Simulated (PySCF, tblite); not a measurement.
**C₆H₁₅OPSi: geometry, infrared bands and NMR shifts**

What infrared bands and NMR shifts should C₆H₁₅OPSi (`CO[C@@H]1CCP[C@H]([SiH3])C1`) show?

Programs: tblite 0.8.0 and PySCF 2.14.0, with density-fitted response routines of our own. Each step states its level of theory. These are calculated values for one molecule in the gas phase, unless marked as measured. Atoms are numbered from 0 throughout.

**1. The molecule as given**

24 atoms, charge 0, multiplicity 1; geometry from: force field or distance geometry start.

Bonds of the start (Å): C0–O1 1.42, O1–C2 1.44, C2–C3 1.52, C3–C4 1.54, C4–P5 1.85, P5–C6 1.87, C6–Si7 1.88, C6–C8 1.53, C8–C2 1.54, C0–H9 1.09, C0–H10 1.10, C0–H11 1.08, C2–H12 1.10, C3–H13 1.11, C3–H14 1.09, C4–H15 1.10, C4–H16 1.09, P5–H17 1.42, C6–H18 1.10, Si7–H19 1.49, Si7–H20 1.49, Si7–H21 1.49, C8–H22 1.09, C8–H23 1.09.

**2. Geometry optimisation with GFN2-xTB**

Job settings and geometry (Å):

```
{"job": {"kind": "relax", "xc": "GFN2-xTB", "basis": "xTB"}, "charge": 0, "multiplicity": 1}
C      2.721000     1.415900    -0.959000
O      2.058900     0.165800    -1.103300
C      1.104300    -0.100300    -0.065200
C      0.968200    -1.613700     0.026700
C      0.011100    -2.071400     1.136700
P     -1.713900    -1.475300     0.848600
C     -1.337400     0.340500     0.610300
Si    -2.970100     1.189900     0.224100
C     -0.240400     0.552000    -0.441400
H      3.235200     1.475500     0.003400
H      1.997200     2.241200    -1.048500
H      3.443300     1.508500    -1.761000
H      1.453900     0.298500     0.899600
H      1.966200    -2.046300     0.230300
H      0.664300    -2.026100    -0.935000
H      0.360100    -1.715800     2.117900
H     -0.000900    -3.160900     1.172300
H     -1.843700    -1.849900    -0.510000
H     -0.989300     0.735800     1.581300
H     -3.542200     0.676000    -1.048700
H     -2.740900     2.650000     0.063200
H     -3.962000     1.011300     1.321200
H     -0.556000     0.193100    -1.416200
H     -0.098500     1.625600    -0.585400
```

Launch:

```
> OMP_NUM_THREADS=1 python probes_run.py task.json out
```

One launch serves the whole session: the jobs run in the order shown.

**Question.** This job is followed by: GFN2-xTB harmonic vibrations, gas phase; GIAO PBE0/pcSseg-1 NMR shielding, non-relativistic, gas phase. What will the session give for the following? strongest single infrared mode (GFN2-xTB); zero-point energy (GFN2-xTB); 13C shifts against TMS (PBE0/pcSseg-1); 1H shifts against TMS (PBE0/pcSseg-1, means over atoms taken as alike); 17O shifts against H2O (PBE0/pcSseg-1); 31P shifts against H3PO4 (PBE0/pcSseg-1); 29Si shifts against TMS (PBE0/pcSseg-1).

**Answer**, as computed:

```
                                                              quantity                                                                 value
                             strongest single infrared mode (GFN2-xTB)                                                 2247 cm⁻¹, 314 km/mol
                                          zero-point energy (GFN2-xTB)                                                        120.9 kcal/mol
                                13C shifts against TMS (PBE0/pcSseg-1)                                85.9, 57.8, 41.6, 39.2, 25.8, 16.3 ppm
1H shifts against TMS (PBE0/pcSseg-1, means over atoms taken as alike)  3.87, 3.57, 3.00, 2.74, 2.69, 2.40, 1.85, 1.54, 1.47, 0.98, 0.70 ppm
                                17O shifts against H2O (PBE0/pcSseg-1)                                                              51.3 ppm
                              31P shifts against H3PO4 (PBE0/pcSseg-1)                                                             -75.4 ppm
                               29Si shifts against TMS (PBE0/pcSseg-1)                                                             -63.4 ppm
```

What this shows: Relaxing lowered the energy by 0.138 eV in 63 steps; the close pair that moved most is C6–Si7, from 1.881 to 1.913 Å. All 66 modes are real, so the xTB geometry is a minimum. The strongest single mode, at 2247 cm⁻¹, moves mainly H20. GFN2-xTB is a fitted tight-binding method: band positions and strengths are rough. Its intensities can rank the bands wrongly. The most deshielded carbon is C2 (sp3 CH bonded to O), at 85.9 ppm: deshielded by the electronegative neighbour.
